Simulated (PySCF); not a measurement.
# [Pr(OH)3]+: other functionals and bases at one geometry

Aim: see how levels, charges and forces of [Pr(OH)3]+ depend on the level of theory. It is a constructed species; whether it can be made isn't addressed.

Computed with PySCF 2.14.0. Level: several levels, as the steps say, no spin–orbit coupling.

1 further run of the same task is left out (for a known fault of the program).

### 1 The starting structure

7 atoms, charge 1, spin multiplicity 1.

Bond lengths: Pr1–O2 1.992 Å, Pr1–H3 2.943 Å, Pr1–O4 1.992 Å, Pr1–H5 2.943 Å, Pr1–O6 1.992 Å, Pr1–H7 2.943 Å, O2–H3 0.966 Å, O4–H5 0.966 Å, O6–H7 0.966 Å. Angles: O2–Pr1–H3 4.1°, O2–Pr1–O4 106.9°, O2–Pr1–H5 104.7°, O2–Pr1–O6 106.9°, O2–Pr1–H7 104.7°, H3–Pr1–O4 104.7°, H3–Pr1–H5 102.2°, H3–Pr1–O6 104.7°, H3–Pr1–H7 102.2°, O4–Pr1–H5 4.1°, O4–Pr1–O6 106.9°, O4–Pr1–H7 104.7°, H5–Pr1–O6 104.7°, H5–Pr1–H7 102.2°, O6–Pr1–H7 4.1°, Pr1–O2–H3 167.5°, Pr1–H3–O2 8.4°, Pr1–O4–H5 167.5° and more.

Geometry (Å):

| atom | x (Å) | y (Å) | z (Å) |
| --- | --- | --- | --- |
| Pr1 | 0.0000 | 0.0000 | -0.7266 |
| O2 | 1.8483 | 0.0000 | 0.0168 |
| H3 | 2.6454 | 0.0000 | 0.5626 |
| O4 | -0.9242 | 1.6006 | 0.0168 |
| H5 | -1.3227 | 2.2909 | 0.5626 |
| O6 | -0.9241 | -1.6006 | 0.0168 |
| H7 | -1.3227 | -2.2910 | 0.5626 |

Formal oxidation states: Pr +4. Each metal's 1 4f electrons lie in its core potential, so multiplicities, spins and levels count the valence alone. An earlier session relaxed this geometry at PBE0, Pr lcecp-2-SVP with ECP47, O def2-SVP, H def2-SVP (singlet, point group C3v).

At PBE0 on the finer grid: E = -266.260468 Eh, frontier levels not given, since the 4f levels lie in the core, Mulliken charge on Pr1 +1.56 e, largest force component 0.006 eV/Å. 

Levels to run: r2SCAN; BP86; PBE0, TZVP. Hardware: 2 threads of Arm Neoverse V1, shared host.

### 2 r2SCAN

Input file run.py (the lines that set the calculation):

```python
mol = gto.M(atom='''
Pr     0.00000     0.00000    -0.72659
O      1.84826     0.00002     0.01676
H      2.64535     0.00002     0.56257
O     -0.92415     1.60064     0.01676
H     -1.32270     2.29093     0.56257
O     -0.92412    -1.60065     0.01676
H     -1.32266    -2.29096     0.56257''',
    basis={'Pr': 'lcecp-2-SVP', 'O': 'def2-SVP', 'H': 'def2-SVP'},
    ecp={'Pr': 'lcecp-2-SVP'},
    charge=1, spin=0)
mf = dft.RKS(mol, xc='R2SCAN')
mf.grids.atom_grid = (75, 302)  # f atoms: unpruned, at least (60, 302)
mf = mf.density_fit()  # fitting sets: Pr AutoAux, O def2-universal-JKFIT, H def2-universal-JKFIT
mf.conv_tol = 1e-08; mf.max_cycle = 55
mf.kernel(dm0)  # dm0: the density of the relaxed state
```

Started as:

```
OMP_NUM_THREADS=2 python run.py
```

### 3 BP86

run.py (the lines that set the calculation): that of step 2 with these lines changed.

```diff
@@ -11,3 +11,3 @@
     charge=1, spin=0)
-mf = dft.RKS(mol, xc='R2SCAN')
+mf = dft.RKS(mol, xc='B88,P86')
 mf.grids.atom_grid = (75, 302)  # f atoms: unpruned, at least (60, 302)
```

### 4 PBE0, TZVP

Basis: Pr lcecp-2-TZVP with ECP47, O def2-TZVP, H def2-TZVP. 

Input file run.py (the lines that set the calculation):

```python
mol = gto.M(atom='''
Pr     0.00000     0.00000    -0.72659
O      1.84826     0.00002     0.01676
H      2.64535     0.00002     0.56257
O     -0.92415     1.60064     0.01676
H     -1.32270     2.29093     0.56257
O     -0.92412    -1.60065     0.01676
H     -1.32266    -2.29096     0.56257''',
    basis={'Pr': 'lcecp-2-TZVP', 'O': 'def2-TZVP', 'H': 'def2-TZVP'},
    ecp={'Pr': 'lcecp-2-TZVP'},
    charge=1, spin=0)
mf = dft.RKS(mol, xc='PBE0')
mf.grids.atom_grid = (75, 302)  # f atoms: unpruned, at least (60, 302)
mf = mf.density_fit()  # fitting sets: Pr AutoAux, O def2-universal-JKFIT, H def2-universal-JKFIT
mf.conv_tol = 1e-08; mf.max_cycle = 55
mf.kernel(dm0)  # dm0: free metal ions and neutral atoms
```

What does the calculation give? Wanted: for each run, charge on Pr1; dipole; largest force.

As calculated:

| level | state | charge on Pr1 (e) | dipole (D) | largest force (eV/Å) | basis functions | time |
| --- | --- | --- | --- | --- | --- | --- |
| PBE0 (relaxed here) | singlet | 1.56 | 1.28 | 0.01 | 87 | 9.9 s |
| r2SCAN | singlet | 1.51 | 1.16 | 0.52 | 87 | 6 s |
| BP86 | singlet | 1.36 | 0.93 | 0.70 | 87 | 4.8 s |
| PBE0, TZVP | singlet | 1.94 | 1.47 | 0.27 | 158 | 11 s |

Times are on 2 threads of Arm Neoverse V1, shared host; the first row also made further properties. The dipole of a charged species depends on the origin, so these sizes hold for this origin alone.

The largest leftover force, 0.70 eV/Å with BP86, stands at a geometry relaxed at another level. The Mulliken charge on Pr spans +1.36 to +1.94 e over the levels. With 4f in the core, its levels are missing from HOMO and gap. Total energies of different levels can't be compared. Spin–orbit coupling is left out throughout.
